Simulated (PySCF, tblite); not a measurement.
# C4H9BN2O: geometry, infrared bands and NMR shifts

What infrared bands and NMR shifts should C4H9BN2O (`CC(=O)N1BNCC1`) show?

Programs: tblite 0.8.0 and PySCF 2.14.0, with density-fitted response routines of our own. Each step states its level of theory. These are calculated values for one molecule in the gas phase, unless marked as measured. Atoms count from 0, in the outputs and in this text.

**1. The molecule as given**

17 atoms, charge 0, multiplicity 1; geometry from: force field or distance geometry start.

Bonds of the start (Å): C0–C1 1.48, C1–O2 1.30, C1–N3 1.41, N3–B4 1.51, B4–N5 1.54, N5–C6 1.46, C6–C7 1.52, C7–N3 1.47, C0–H8 1.10, C0–H9 1.11, C0–H10 1.12, B4–H11 1.18, N5–H12 1.05, C6–H13 1.10, C6–H14 1.12, C7–H15 1.10, C7–H16 1.11.

**2. Geometry optimisation with GFN2-xTB**

What the job is given:

```
{"job": {"kind": "relax", "xc": "GFN2-xTB", "basis": "xTB"}, "charge": 0, "multiplicity": 1}
C      2.603200     0.032300    -0.342500
C      1.483100    -0.539100     0.443300
O      1.755100    -1.398400     1.374500
N      0.122000    -0.215600     0.267400
B     -0.535300     0.733700    -0.701900
N     -2.039600     0.731600    -0.362200
C     -1.919300     0.446400     1.063300
C     -1.005800    -0.765100     1.042600
H      3.152100    -0.738600    -0.896100
H      3.313400     0.600500     0.289000
H      2.119400     0.738800    -1.066800
H      0.015200     1.603700    -1.279400
H     -2.509500    -0.107300    -0.778100
H     -2.895200     0.222100     1.527600
H     -1.403800     1.310000     1.549900
H     -0.708900    -1.106600     2.049000
H     -1.553000    -1.536400     0.460100
```

Command:

```console
OMP_NUM_THREADS=1 python probes_run.py task.json out
```

One launch serves the whole session: the jobs run in the order shown.

**Question.** This job is followed by: GFN2-xTB harmonic vibrations, gas phase; GIAO PBE0/pcSseg-1 NMR shielding, non-relativistic, gas phase. What will the session give for the following? strongest single infrared mode (GFN2-xTB); zero-point energy (GFN2-xTB); 13C shifts against TMS (PBE0/pcSseg-1); 1H shifts against TMS (PBE0/pcSseg-1, means over atoms taken as alike); 17O shifts against H2O (PBE0/pcSseg-1); 15N shifts against NH3 (PBE0/pcSseg-1); 11B shifts against BF3·OEt2 (PBE0/pcSseg-1).

The runs gave:

| quantity | value |
| --- | --- |
| strongest single infrared mode (GFN2-xTB) | 1375 cm⁻¹, 558 km/mol |
| zero-point energy (GFN2-xTB) | 86.0 kcal/mol |
| 13C shifts against TMS (PBE0/pcSseg-1) | 175.7, 48.8, 48.0, 22.9 ppm |
| 1H shifts against TMS (PBE0/pcSseg-1, means over atoms taken as alike) | 4.53, 3.93, 3.73, 3.34, 2.15 ppm |
| 17O shifts against H2O (PBE0/pcSseg-1) | 475.7 ppm |
| 15N shifts against NH3 (PBE0/pcSseg-1) | 178.1, 106.1 ppm |
| 11B shifts against BF3·OEt2 (PBE0/pcSseg-1) | 23.8 ppm |

**Reading.** Over 76 steps the energy fell by 1.886 eV; of the close pairs, B4–N5 changed most, 1.542 to 1.385 Å. The lowest mode is imaginary (125i cm⁻¹), so the xTB geometry is not a minimum. Unscaled tight-binding wavenumbers are off by several per cent, some by more. Its intensities can rank the bands wrongly. The most deshielded carbon is C1 (amide carbonyl carbon), at 175.7 ppm: it is a carbonyl in resonance with an O or N lone pair, the region of acids, esters and amides. At PBE0/pcSseg-1: Shielding is most anisotropic at O2 (span 826 ppm, paramagnetic term -541 ppm).
